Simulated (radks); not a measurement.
# Dy with its nuclear charge varied continuously

One table from this session's results is given with a row withheld; the runs are named, their logs left out.

The numbers are computed with radks (a radial shooting solver on a logarithmic mesh, Libxc functionals) version 1 (scalar-relativistic Kohn-Sham, r2SCAN, spin-unpolarised, spherical densities, finite nucleus), except any that are marked as measured or tabulated.

**Starting point**

* element: dysprosium (Z = 66)
* charge: 0
* electrons: 66
* configuration: [Xe] 4f10 6s2
* nuclear rms radius: 5.2218 fm

Outer shells as boxes (Hund's rule):

Dy
```
[Xe] core
4f [↑↓][↑↓][↑↓][↑ ][↑ ][↑ ][↑ ]
6s [↑↓]
```

Set-up of the first run:

Settings of this run:

```text
Z 66
configuration [Xe] 4f10 6s2
relativity scalar-relativistic
functional r2scan,r2scan
spin unpolarised
nucleus finite rms 5.2218 fm
c 137.035999084
```

Among the steps run: Z = 66.

One table of the session follows, with a row left open; its other results are not shown here.

It belongs to the step «Z = 66». Sizes of the orbitals, from the radial functions (bohr):

```
level     <r>  outermost maximum (interpolated)  90 % within  nodes
   3d  0.2121                             0.173        0.330      0
   4s  0.5302                             0.494        0.761      3
   4p  0.5616                             0.516        0.816      2
   4d  0.6101                             0.535        0.917      1
   5s   1.305                              1.16         1.89      4
   5p   1.542                              1.32         2.27      3
   6s       ?                                 ?            ?      ?
   4f  0.8788                             0.540         1.54      0
```

Estimate the missing values for 6s.

As computed: <r>: 4.176; outermost maximum (interpolated): 3.53; 90 % within: 6.18; nodes: 5. In the column «<r>» it is the highest.

Caveats from the session: At Z = 66 the central difference of E is -453.502 hartree, against -450.758 from the Hellmann-Feynman theorem; the scalar-relativistic energy here is not variational, so the two differ by a part that grows with Z.
